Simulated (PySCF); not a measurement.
# C2H6N2SSi: the cost of one run

Programs: PySCF 2.14.0, with density-fitted response routines of our own. Each step states its level of theory. These are calculated values for one molecule in the gas phase, unless marked as measured. Atoms are numbered from 0 throughout.

## Step 1: The molecule as given

12 atoms, charge 0, multiplicity 1; geometry from: GFN2-xTB. The atoms were then displaced at random by about 0.01 Å, so the start is not that level's minimum.

Bonds of the start (Å): N0–C1 1.17, C1–C2 1.43, C2–Si3 1.96, Si3–N4 1.69, Si3–S5 2.15, C2–H6 1.10, C2–H7 1.07, Si3–H8 1.43, N4–H9 1.01, N4–H10 1.01, S5–H11 1.33.

## Step 2: Optimising the geometry at PBE0-D3(BJ)/def2-SVP

The job: settings as JSON, then the geometry in Å.

```
{"job": {"xc": "PBE0", "basis": "def2-SVP", "d3": "d3bj", "grid": 1, "shake": 0.01, "kind": "geom"}, "charge": 0, "multiplicity": 1}
N     -1.423090    -2.683700     0.051520
C     -1.427920    -1.518190     0.038330
C     -1.346240    -0.093910     0.010570
Si     0.452010     0.391860    -0.612840
N      1.495780    -0.398690     0.459050
S      0.765660     2.507310    -0.396110
H     -1.490040     0.284540     1.028210
H     -2.084280     0.315370    -0.640250
H      0.512590     0.175810    -2.029020
H      2.474780    -0.153020     0.480950
H      1.367510    -1.378470     0.663860
H      0.742950     2.522830     0.936700
```

Started as:

```sh
> OMP_NUM_THREADS=1 python probes_run.py task.json out
```

The driver reads the jobs from task.json and runs them one after another.

Q: Estimate the wall time and peak memory of this first job on 1 thread of Arm Neoverse V1, shared host.

About 65 s, with a peak of 0.51 GiB.
